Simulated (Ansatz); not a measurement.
# C4H11B: up Jacob's ladder to CCSD(T)

An exercise on one series of results from a longer session: the logs are not shown, and one member is left open.

The runs use Ansatz 0.2.0, Gaussian basis; functionals in def2-TZVPP, the program's frozen cores in correlated methods.

Levels to be run: LDA (SPW92), PBE-D4, revPBE-D4, BLYP-D4, r2SCAN-D4, B97M-V, PBE0-D4, B3LYP-D4, r2SCANh-D4, r2SCAN0-D4, HSE06-D4, BHLYP-D4, CAM-B3LYP-D4, LC-ωPBE, ωB97X-V, ωB97M-V, B2PLYP, PBE-QIDH; CCSD(T)/def2-SVP; CCSD(T)/def2-TZVPP; MP2/def2-QZVPP; extrapolation to the limit; RPA on PBE.

### The relaxed structure

All runs share one geometry, relaxed beforehand with PBE0-D4 in a triple-zeta def2 set.

16 atoms, charge 0, spin multiplicity 1.

Atoms are counted from 1 here; the program's logs count them from 0.

Bond lengths: C1–B2 1.557 Å, C1–H6 1.094 Å, C1–H7 1.091 Å, C1–H8 1.101 Å, B2–C3 1.567 Å, B2–H9 1.206 Å, C3–C4 1.524 Å, C3–C5 1.531 Å, C3–H10 1.108 Å, C4–H11 1.093 Å, C4–H12 1.094 Å, C4–H13 1.095 Å, C5–H14 1.092 Å, C5–H15 1.094 Å, C5–H16 1.094 Å. Angles: B2–C1–H6 112.1°, B2–C1–H7 115.9°, B2–C1–H8 106.6°, H6–C1–H7 109.5°, H6–C1–H8 104.6°, H7–C1–H8 107.4°, C1–B2–C3 125.7°, C1–B2–H9 117.8°, C3–B2–H9 116.4°, B2–C3–C4 116.6°, B2–C3–C5 112.4°, B2–C3–H10 101.0°, C4–C3–C5 111.5°, C4–C3–H10 108.0°, C5–C3–H10 106.3°, C3–C4–H11 112.0°, C3–C4–H12 111.5°, C3–C4–H13 111.0° and more.

Set-up of the first run:

Contents of in.yaml:

```yaml
crystal:
  periodic: [false, false, false]
  atoms:
    - {symbol: C, position_ang: [-1.216832, -1.632713, -0.788326]}
    - {symbol: B, position_ang: [-0.512744, -0.945153, 0.418690]}
    - {symbol: C, position_ang: [0.559075, 0.193427, 0.324463]}
    - {symbol: C, position_ang: [0.763963, 0.826231, -1.046195]}
    - {symbol: C, position_ang: [0.377292, 1.255609, 1.411806]}
    - {symbol: H, position_ang: [-2.262741, -1.871559, -0.573832]}
    - {symbol: H, position_ang: [-1.150807, -1.105016, -1.741499]}
    - {symbol: H, position_ang: [-0.729967, -2.611399, -0.920263]}
    - {symbol: H, position_ang: [-0.752404, -1.365710, 1.523069]}
    - {symbol: H, position_ang: [1.480809, -0.363009, 0.585369]}
    - {symbol: H, position_ang: [0.974022, 0.078470, -1.814599]}
    - {symbol: H, position_ang: [1.596240, 1.536648, -1.039121]}
    - {symbol: H, position_ang: [-0.128283, 1.376439, -1.361141]}
    - {symbol: H, position_ang: [0.291202, 0.805968, 2.403357]}
    - {symbol: H, position_ang: [1.217431, 1.956158, 1.426234]}
    - {symbol: H, position_ang: [-0.529256, 1.842908, 1.236090]}
basis:
  gaussian: {orbitals: def2-TZVPP}
hamiltonian: {xc: lda}
output: {orbitals: {seedname: orbitals}}
```

The run is started by

```bash
ansatz run in.yaml --threads 2 --pin off --events-out ev --progress --plain --max-ram 32768MiB --backend cpu
```

Among the steps run: LDA; PBE-D4 (GGA); revPBE-D4 (GGA); BLYP-D4 (GGA); r2SCAN-D4 (meta-GGA); B97M-V (meta-GGA); B3LYP-D4 (hybrid); r2SCANh-D4 (hybrid); r2SCAN0-D4 (hybrid); HSE06-D4 (hybrid); BHLYP-D4 (hybrid); CAM-B3LYP-D4 (range-separated); LC-ωPBE (range-separated); ωB97X-V (range-separated); ωB97M-V (range-separated); B2PLYP (double hybrid); PBE-QIDH (double hybrid).

One table of the session follows, with a row left open; its other results are not shown here.

```
  functional  HOMO (eV)  gap (eV)
 LDA (SPW92)      -6.77      4.78
      PBE-D4      -6.72      4.99
   revPBE-D4      -6.68      5.08
     BLYP-D4      -6.65      5.07
   r2SCAN-D4      -6.97      5.66
      B97M-V      -7.11      5.71
     PBE0-D4      -8.05      7.34
    B3LYP-D4      -7.88      6.93
  r2SCANh-D4      -7.47      6.49
  r2SCAN0-D4          ?         ?
    HSE06-D4      -7.65      6.55
    BHLYP-D4      -9.37      9.68
CAM-B3LYP-D4      -9.49      9.86
     LC-ωPBE     -10.81     12.42
     ωB97X-V     -10.48     11.94
     ωB97M-V     -10.35     11.52
```

Estimate the missing values for r2SCAN0-D4.

Worked estimate for «HOMO (eV)». Against the share of exact exchange, r2SCAN-D4 (0, -6.97), r2SCANh-D4 (0.1, -7.47) give a slope of -5.00 per unit share; at 0.25 the line stands at -8.22.

The run gave: HOMO (eV): -8.22; gap (eV): 7.74. In «HOMO (eV)» the line misses by 0.00.
